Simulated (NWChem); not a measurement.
**A workflow on the pair GaH2OF···SiH2SO**

Aim: the energy (singlet GaSiH4SO2F, wB97X-D3/pcseg-1), then a single-point energy (singlet GaH2OF, wB97X-D3/pcseg-1), then a single-point energy (singlet SiH2SO, wB97X-D3/pcseg-1), then the energy (singlet GaH2OF, wB97X-D3/pcseg-1), then the energy (singlet SiH2SO, wB97X-D3/pcseg-1) of FGaH4O2SSi and its partners. 

Program for the calculation: NWChem 7.3.0.

### Step 1. The structure to begin with

GaSiH4SO2F: 10 atoms, total charge 0, spin state singlet. The two molecules were placed rigidly side by side, at 1 times their contact distance; the pair isn't optimised.

Bond lengths: O1–Ga2 1.771 Å, Ga2–F3 1.746 Å, O6–Si7 1.646 Å, Si7–S8 2.176 Å, O1–H4 0.959 Å, Ga2–H5 1.545 Å, O6–H9 0.960 Å, S8–H10 1.346 Å. Angles: O1–Ga2–F3 111.1°, O6–Si7–S8 104.3°, O1–Ga2–H5 128.8°, F3–Ga2–H5 120.0°, Ga2–O1–H4 114.5°, Si7–O6–H9 123.1°, Si7–S8–H10 99.8°.

### Step 2. The energy at wB97X-D3/pcseg-1 (run 1)

Input file run.nw:

```
START run
memory stack 880 mb heap 220 mb global 1100 mb
charge 0
GEOMETRY units au noautosym nocenter noautoz
O  -2.15504367 -1.08462721 -0.52069514
Ga  0.70619065  0.55792274  0.04508887
F   0.80936970  3.38740967 -1.64961752
H  -2.30659971 -2.65687934  0.36936587
H   2.94608303 -0.20382586  1.75585793
O   4.87203520 10.57938604 -3.42853011
Si  3.41210839  9.63216082 -0.84996102
S   5.29856529 11.66320067  2.18726350
H   6.23815601 11.77401421 -3.41154147
H   7.00425098 12.97858233  0.83465423
END
BASIS spherical bse
* library pcseg-1
END
DFT
xc wb97x-d3
grid fine
convergence energy 1e-08
maxiter 100
mulliken
print low
END
TASK dft energy
```

Command:

```bash
$ nwchem run.nw > run.out
```

The log of the run, cut to the lines that bear on the results:

```text
[...]
 d= 0,ls=0.0,diis     1  -2864.8374588436 -3.38D+03  1.12D-02  1.58D+00    11.9
[...]
 d= 0,ls=0.0,diis    12  -2865.0196448356 -2.16D-10  2.07D-07  5.57D-11   149.1
         Total DFT energy =    -2865.019644835622
      One electron energy =    -5016.811416042063
           Coulomb energy =     1785.373254191900
    Exchange-Corr. energy =     -150.847133854829
 Nuclear repulsion energy =      517.267313788359
    Dispersion correction =       -0.001662918989
[...]
      Total Density - Mulliken Population Analysis
     ---------------------------------------------
    Atom       Charge   Shell Charges
 -----------   ------   -------------------------------------------------------
    1 O    8     8.59   2.00  0.89  0.88  2.93  1.88  0.01
    2 Ga  31    30.08   2.00  2.00  2.00  0.76  0.13  6.00  5.98  0.76  0.25  9.99  0.22
    3 F    9     9.49   2.00  0.94  1.01  3.41  2.13  0.00
    4 H    1     0.76   0.69  0.02  0.06
    5 H    1     1.06   0.72  0.34  0.01
    6 O    8     8.51   2.00  0.90  0.84  2.97  1.80  0.01
    7 Si  14    13.47   2.00  1.99  1.19  0.61  5.98  1.38  0.13  0.18
    8 S   16    16.36   2.00  1.99  1.19  0.67  5.99  3.30  1.17  0.05
    9 H    1     0.76   0.68  0.03  0.06
   10 H    1     0.90   0.72  0.16  0.02
[...]
```

Run time: 2.5 min. Hardware: 1 thread of Intel Xeon Platinum 8259CL at 2.50GHz (Skylake/Cascade Lake), shared host; peak memory 0.15 GiB.

### Step 3. GaH2OF: the energy at wB97X-D3/pcseg-1 (run 2)

Input file fgah2o.nw:

```
start fgah2o
title "FGaH2O wB97X-D3"
memory stack 880 mb heap 220 mb global 1100 mb
charge 0
geometry units angstrom noautosym nocenter noautoz
 O    -1.140400   -0.573960   -0.275540
 Ga    0.373700    0.295240    0.023860
 F     0.428300    1.792540   -0.872940
 H    -1.220600   -1.405960    0.195460
 H     1.559000   -0.107860    0.929160
end
basis spherical bse
 * library pcseg-1
end
dft
 xc wb97x-d3
 mult 1
 grid fine
 convergence energy 1e-08
 maxiter 100
 mulliken
 print low
end
task dft energy
```

Command:

```bash
$ nwchem fgah2o.nw > fgah2o.out
```

The log of the run, cut to the lines that bear on the results:

```text
[...]
 d= 0,ls=0.0,diis     1  -2100.8324278105 -2.30D+03  1.75D-02  1.03D+00     3.6
[...]
 d= 0,ls=0.0,diis     9  -2100.9512538220 -7.13D-09  1.81D-06  1.13D-08    29.2
         Total DFT energy =    -2100.951253822004
      One electron energy =    -3323.711232531762
           Coulomb energy =     1119.360486670496
    Exchange-Corr. energy =      -94.939127537992
 Nuclear repulsion energy =      198.339118614771
    Dispersion correction =       -0.000499037518
[...]
      Total Density - Mulliken Population Analysis
     ---------------------------------------------
    Atom       Charge   Shell Charges
 -----------   ------   -------------------------------------------------------
    1 O    8     8.59   2.00  0.89  0.89  2.93  1.88  0.01
    2 Ga  31    30.09   2.00  2.00  2.00  0.76  0.14  6.00  5.98  0.76  0.25  9.99  0.22
    3 F    9     9.50   2.00  0.94  1.01  3.41  2.14  0.00
    4 H    1     0.76   0.68  0.02  0.06
    5 H    1     1.06   0.72  0.34  0.01
[...]
```

It took 30 s on 1 thread of Intel Xeon Platinum 8259CL at 2.50GHz (Skylake/Cascade Lake), shared host; peak memory 0.14 GiB.

### Step 4. SiH2SO: the energy at wB97X-D3/pcseg-1 (run 3)

Input file m1.nw:

```
start m1
memory 2200 mb

geometry units angstrom noautosym nocenter noautoz
  O      2.578170     5.598370    -1.814300
  Si     1.805610     5.097120    -0.449780
  S      2.803880     6.171900     1.157450
  H      3.301090     6.230540    -1.805310
  H      3.706490     6.867970     0.441680
end

basis "ao basis" spherical bse
  * library pcseg-1
end

dft
  xc wb97x-d3
  grid fine
  convergence energy 1e-08
  maxiter 100
  mulliken
  noprint "final vectors analysis"
end

task dft energy
```

Command:

```bash
$ nwchem m1.nw > m1.out
```

The log of the run, cut to the lines that bear on the results:

```text
[...]
          Wavefunction type:  closed shell.
          No. of atoms     :     5
          No. of electrons :    40
[...]
          Charge           :     0
          Spin multiplicity:     1
[...]
          AO basis - number of functions:    60
[...]
              XC Information
              --------------
                    wb97x-d3  Method XC Functional
                     Hartree-Fock (Exact) Exchange  1.000
                      wb97x-d3 Exchange Functional  1.000
                   wb97x-d3 Correlation Functional  1.000
[...]
 d= 0,ls=0.0,diis     1   -764.0052285956 -8.98D+02  1.37D-02  5.41D-01     2.8
[...]
 d= 0,ls=0.0,diis    10   -764.0684128513 -4.65D-09  1.12D-06  2.44D-09    25.8
         Total DFT energy =     -764.068412851331
      One electron energy =    -1322.634538350930
           Coulomb energy =      480.542597328748
    Exchange-Corr. energy =      -55.907762917512
 Nuclear repulsion energy =      133.931724492805
    Dispersion correction =       -0.000433404443
[...]
      Total Density - Mulliken Population Analysis
     ---------------------------------------------
    Atom       Charge   Shell Charges
 -----------   ------   -------------------------------------------------------
    1 O    8     8.51   2.00  0.90  0.84  2.97  1.80  0.01
    2 Si  14    13.48   2.00  1.99  1.19  0.60  5.98  1.39  0.14  0.18
    3 S   16    16.35   2.00  1.99  1.19  0.67  5.99  3.30  1.16  0.05
    4 H    1     0.76   0.67  0.03  0.06
    5 H    1     0.90   0.72  0.16  0.02
[...]
```

It took 27 s on 1 thread of Intel Xeon Platinum 8259CL at 2.50GHz (Skylake/Cascade Lake), shared host; peak memory 0.12 GiB.

### Step 5. GaH2OF among ghost functions: a single-point energy at wB97X-D3/pcseg-1 (with ghost functions) (run 4)

Input file fgah2o.nw:

```
start fgah2o
memory total 2200 mb
charge 0
geometry units bohr noautosym nocenter noautoz
   O   -2.15504367  -1.08462721  -0.52069514
   Ga   0.70619065   0.55792274   0.04508887
   F    0.80936970   3.38740967  -1.64961752
   H   -2.30659971  -2.65687934   0.36936587
   H    2.94608303  -0.20382586   1.75585793
   bqO      4.872035    10.579386    -3.428530
   bqSi     3.412108     9.632161    -0.849961
   bqS      5.298565    11.663201     2.187264
   bqH      6.238156    11.774014    -3.411541
   bqH      7.004251    12.978582     0.834654
end
basis spherical bse
   O library pcseg-1
   Ga library pcseg-1
   F library pcseg-1
   H library pcseg-1
   bqO library O pcseg-1
   bqSi library Si pcseg-1
   bqS library S pcseg-1
   bqH library H pcseg-1
end
dft
   xc wb97x-d3
   grid fine
   convergence energy 1e-08
   iterations 100
   mulliken
   noprint "final vectors analysis"
end
task dft
```

Command:

```bash
$ nwchem fgah2o.nw > fgah2o.out
```

The log of the run, cut to the lines that bear on the results:

```text
[...]
          Wavefunction type:  closed shell.
          No. of atoms     :    10
          No. of electrons :    50
[...]
          Charge           :     0
          Spin multiplicity:     1
[...]
          AO basis - number of functions:   125
[...]
              XC Information
              --------------
                    wb97x-d3  Method XC Functional
                     Hartree-Fock (Exact) Exchange  1.000
                      wb97x-d3 Exchange Functional  1.000
                   wb97x-d3 Correlation Functional  1.000
[...]
 d= 0,ls=0.0,diis     1  -2100.8331289123 -2.30D+03  9.09D-03  1.03D+00     9.1
[...]
 d= 0,ls=0.0,diis     8  -2100.9520895603 -3.82D-09  1.50D-06  2.16D-07    90.3
         Total DFT energy =    -2100.952089560301
      One electron energy =    -3323.665751393890
           Coulomb energy =     1119.311414954229
    Exchange-Corr. energy =      -94.936358351289
 Nuclear repulsion energy =      198.339104268125
    Dispersion correction =       -0.000499037476
[...]
      Total Density - Mulliken Population Analysis
     ---------------------------------------------
    Atom       Charge   Shell Charges
 -----------   ------   -------------------------------------------------------
    1 O    8     8.59   2.00  0.89  0.88  2.93  1.88  0.01
    2 Ga  31    30.08   2.00  2.00  2.00  0.76  0.13  6.00  5.98  0.76  0.24  9.99  0.22
    3 F    9     9.49   2.00  0.94  1.01  3.41  2.13  0.00
    4 H    1     0.76   0.68  0.02  0.06
    5 H    1     1.06   0.72  0.34  0.01
    6 X    0    -0.00   0.00  0.00 -0.00 -0.00 -0.00  0.00
    7 X    0     0.01   0.00  0.00 -0.00  0.00 -0.00 -0.00  0.01  0.00
    8 X    0    -0.00  -0.00 -0.00 -0.00  0.00 -0.00 -0.00 -0.00 -0.00
    9 X    0    -0.00  -0.00  0.00 -0.00
   10 X    0    -0.00  -0.00 -0.00 -0.00
[...]
```

Run time: 91 s. Hardware: 1 thread of Intel Xeon Platinum 8259CL at 2.50GHz (Skylake/Cascade Lake), shared host; peak memory 0.15 GiB.

### Step 6. SiH2SO among ghost functions: a single-point energy at wB97X-D3/pcseg-1 (with ghost functions) (run 5)

Input file h2ossi.nw:

```
start h2ossi
memory 2200 mb
charge 0

geometry units bohr noautosym nocenter noautoz
  O   4.87203520 10.57938604 -3.42853011
  Si  3.41210839  9.63216082 -0.84996102
  S   5.29856529 11.66320067  2.18726350
  H   6.23815601 11.77401421 -3.41154147
  H   7.00425098 12.97858233  0.83465423
  bqO     -2.155044    -1.084627    -0.520695
  bqGa     0.706191     0.557923     0.045089
  bqF      0.809370     3.387410    -1.649618
  bqH     -2.306600    -2.656879     0.369366
  bqH      2.946083    -0.203826     1.755858
end

basis spherical bse
  O library pcseg-1
  Si library pcseg-1
  S library pcseg-1
  H library pcseg-1
  bqO library O pcseg-1
  bqGa library Ga pcseg-1
  bqF library F pcseg-1
  bqH library H pcseg-1
end

dft
  xc wb97x-d3
  grid fine
  convergence energy 1e-08
  maxiter 100
  mulliken
  noprint "final vectors analysis"
end

task dft energy
```

Command:

```bash
$ nwchem h2ossi.nw > h2ossi.out
```

The log of the run, cut to the lines that bear on the results:

```text
[...]
          Wavefunction type:  closed shell.
          No. of atoms     :    10
          No. of electrons :    40
[...]
          Charge           :     0
          Spin multiplicity:     1
[...]
          AO basis - number of functions:   125
[...]
              XC Information
              --------------
                    wb97x-d3  Method XC Functional
                     Hartree-Fock (Exact) Exchange  1.000
                      wb97x-d3 Exchange Functional  1.000
                   wb97x-d3 Correlation Functional  1.000
[...]
 d= 0,ls=0.0,diis     1   -764.0053170912 -8.98D+02  6.59D-03  5.41D-01     8.8
[...]
 d= 0,ls=0.0,diis    10   -764.0685222999 -4.67D-09  5.42D-07  2.44D-09   108.8
         Total DFT energy =     -764.068522299905
      One electron energy =    -1322.630948897684
           Coulomb energy =      480.538544771005
    Exchange-Corr. energy =      -55.907399614674
 Nuclear repulsion energy =      133.931714846009
    Dispersion correction =       -0.000433404561
[...]
      Total Density - Mulliken Population Analysis
     ---------------------------------------------
    Atom       Charge   Shell Charges
 -----------   ------   -------------------------------------------------------
    1 O    8     8.51   2.00  0.90  0.84  2.97  1.80  0.01
    2 Si  14    13.48   2.00  1.99  1.18  0.60  5.98  1.40  0.14  0.18
    3 S   16    16.35   2.00  1.99  1.19  0.67  5.99  3.30  1.16  0.05
    4 H    1     0.76   0.67  0.03  0.06
    5 H    1     0.90   0.72  0.16  0.02
    6 X    0     0.00  -0.00 -0.00  0.00 -0.00  0.00 -0.00
    7 X    0     0.00  -0.00 -0.00  0.00 -0.00  0.00 -0.00 -0.00  0.00  0.00 -0.00  0.00
    8 X    0     0.00   0.00  0.00 -0.00 -0.00  0.00  0.00
    9 X    0     0.00  -0.00  0.00 -0.00
   10 X    0     0.00  -0.00  0.00  0.00
[...]
```

Run time: 1.8 min. Hardware: 1 thread of Intel Xeon Platinum 8259CL at 2.50GHz (Skylake/Cascade Lake), shared host; peak memory 0.14 GiB.

### Step 7. Outcome

| quantity | value |
| --- | --- |
| run 1, wB97X-D3/pcseg-1: total energy | -2865.01964 Eh |
| run 1, wB97X-D3/pcseg-1: dispersion energy | -4.37 kJ/mol |
| GaH2OF: total energy | -2100.95125 Eh |
| GaH2OF: dispersion energy | -1.31 kJ/mol |
| SiH2SO: total energy | -764.06841 Eh |
| SiH2SO: dipole moment | 2.26 D |
| SiH2SO: dispersion energy | -1.14 kJ/mol |
| GaH2OF among ghost functions: total energy | -2100.95209 Eh |
| GaH2OF among ghost functions: dipole moment | 3.68 D |
| GaH2OF among ghost functions: dispersion energy | -1.31 kJ/mol |
| SiH2SO among ghost functions: total energy | -764.06852 Eh |
| SiH2SO among ghost functions: dipole moment | 2.26 D |
| SiH2SO among ghost functions: dispersion energy | -1.14 kJ/mol |
| interaction energy of the rigid parts GaH2OF and SiH2SO (parts in their own basis; closest atoms 3.61 Å apart) | 0.001 eV |
| interaction energy of the rigid parts GaH2OF and SiH2SO (parts in the whole basis, counterpoise; closest atoms 3.61 Å apart) | 0.026 eV |

What this shows: The interaction energy of the rigid parts GaH2OF and SiH2SO (parts in their own basis; closest atoms 3.61 Å apart) is 0.00 eV (0.1 kJ/mol). Without counterpoise this holds the superposition error of the basis. The interaction energy of the rigid parts GaH2OF and SiH2SO (parts in the whole basis, counterpoise; closest atoms 3.61 Å apart) is 0.03 eV (2.5 kJ/mol): the parts repel at this shape. The basis-set superposition error is 2.5 kJ/mol. Mulliken charges (run 1, wB97X-D3/pcseg-1) run from -0.59 on O1 to +0.92 on Ga2. Mulliken charges (SiH2SO) run from -0.51 on O1 to +0.52 on Si2.
